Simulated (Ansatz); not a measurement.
**CF3GeN: geometry optimisation**

Aim: relax CF3GeN at this level.

The runs use Ansatz 0.2.0; RKS PBE0-D4/def2-SVPD.

1 further run of the same task is left out (set aside as unsound or not needed).

**1. Starting geometry**

6 atoms, charge 0, spin multiplicity 1.

Atoms are counted from 1 here; the program's logs count them from 0.

Bond lengths: N1–C2 1.170 Å, C2–Ge3 1.903 Å, Ge3–F4 1.733 Å, Ge3–F5 1.733 Å, Ge3–F6 1.733 Å. Angles: N1–C2–Ge3 179.9°, C2–Ge3–F4 110.6°, C2–Ge3–F5 110.6°, C2–Ge3–F6 110.6°, F4–Ge3–F5 108.3°, F4–Ge3–F6 108.3°, F5–Ge3–F6 108.3°.

Geometry (Å):

| atom | x (Å) | y (Å) | z (Å) |
| --- | --- | --- | --- |
| N1 | 2.2230 | -0.7698 | 0.9972 |
| C2 | 1.2057 | -0.4197 | 0.5362 |
| Ge3 | -0.4487 | 0.1455 | -0.2144 |
| F4 | -1.4966 | -1.2104 | -0.4725 |
| F5 | -0.1905 | 0.9318 | -1.7371 |
| F6 | -1.2510 | 1.2586 | 0.8443 |

**2. Relaxation**

File input.yaml:

```yaml
crystal:
  periodic: [false, false, false]
  atoms:
    - { symbol: "N", position_ang: [2.223, -0.769762, 0.99724] }
    - { symbol: C, position_ang: [1.205721, -0.419733, 0.536208] }
    - { symbol: Ge, position_ang: [-0.448686, 0.145477, -0.214385] }
    - { symbol: F, position_ang: [-1.49655, -1.210397, -0.472469] }
    - { symbol: F, position_ang: [-0.19049, 0.931809, -1.737075] }
    - { symbol: F, position_ang: [-1.250995, 1.258607, 0.84428] }
basis:
  gaussian: { orbitals: def2-SVPD }
hamiltonian:
  xc: pbe0
  dispersion: d4
output:
  forces: true
relax:
  f_tol: 0.003
  max_steps: 120
```

Run with:

```console
$ ansatz run input.yaml --threads 1 --pin off --max-ram 2560MiB --backend cpu --events-out ev --progress --plain --runs-dir out
```

Q: Predict the outcome of this session. Wanted: energy gained; root mean square move; dipole moment.

The runs gave:

```
             quantity      value
        energy gained  0.0436 eV
root mean square move    0.021 Å
        dipole moment     0.55 D
```

Bond lengths: N1–C2 1.156 Å, C2–Ge3 1.889 Å, Ge3–F4 1.708 Å, Ge3–F5 1.708 Å, Ge3–F6 1.708 Å. Angles: N1–C2–Ge3 179.9°, C2–Ge3–F4 110.7°, C2–Ge3–F5 110.7°, C2–Ge3–F6 110.7°, F4–Ge3–F5 108.2°, F4–Ge3–F6 108.2°, F5–Ge3–F6 108.2°. No frequencies were computed here.
